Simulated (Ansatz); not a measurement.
**FH: atomisation energy**

How much energy holds FH together? Aim: an atomisation energy, for FH, run from a script. SMILES: F.

All numbers are computed with Ansatz 0.2.0 through its Python package. Level of theory: CAM-B3LYP/6-31G.

## 1. The structure

Bond lengths: F1–H2 0.986 Å.

No structure file is read: the coordinates are typed or built in the script.

## 2. Script

fh_tae.py

```python
"""Atomisation energy of FH at the given geometry."""

from collections import Counter

import ansatz as az


def single_point(molecule, charge=0, unpaired=0):
    calc = molecule.calculation().basis(gaussian="6-31G").functional("cam_b3lyp")
    if charge:
        calc = calc.charge(charge)
    if unpaired:
        calc = calc.spin("collinear", total=unpaired)
    report = calc.run().report
    if report["published_state_doubts"]:
        print("  doubts:", report["published_state_doubts"])
    return report["free_energy_ev"]

GEOMETRY = """
F     0.49280    0.00000    0.00000
H    -0.49280    0.00000    0.00000
"""

molecule = az.Crystal.molecule()
for line in GEOMETRY.strip().splitlines():
    symbol, *xyz = line.split()
    molecule = molecule.atom(symbol, [float(v) for v in xyz])

# unpaired electrons of the ground-state atoms
unpaired = {"F": 1, "H": 1}
counts = Counter(site.symbol for site in molecule.cartesian_sites)
atom_energy = {s: single_point(az.Crystal.molecule().atom(s, (0, 0, 0)), 0, unpaired[s]) for s in counts}
whole = single_point(molecule, 0, 0)
for s, e in atom_energy.items():
    print(f"{s:2s} x{counts[s]}  {e:14.5f} eV")
print(f"FH: {whole:.5f} eV")
split = sum(counts[s] * e for s, e in atom_energy.items()) - whole
print(f"atomisation energy (no zero-point term): {96.485332 * split:.1f} kJ/mol, {split / sum(counts.values()):.3f} eV an atom")
```

## 3. Running it

Command:

```bash
$ python fh_tae.py
```

**Question.** What does it cost to take this molecule apart into atoms?

**Answer**, as computed:

| quantity | value |
| --- | --- |
| atomisation energy, no zero point | 496.3 kJ/mol |
| runs compared | 3 |

In words: Zero-point motion and spin-orbit terms of the atoms are left out, and both would lower it. 496.3 kJ/mol from the electronic energies, without the zero-point term. The geometry is a force-field or estimated start, not a minimum of this method, and the basis set is short of its limit. All parts are taken at fixed geometry, without zero-point energy.
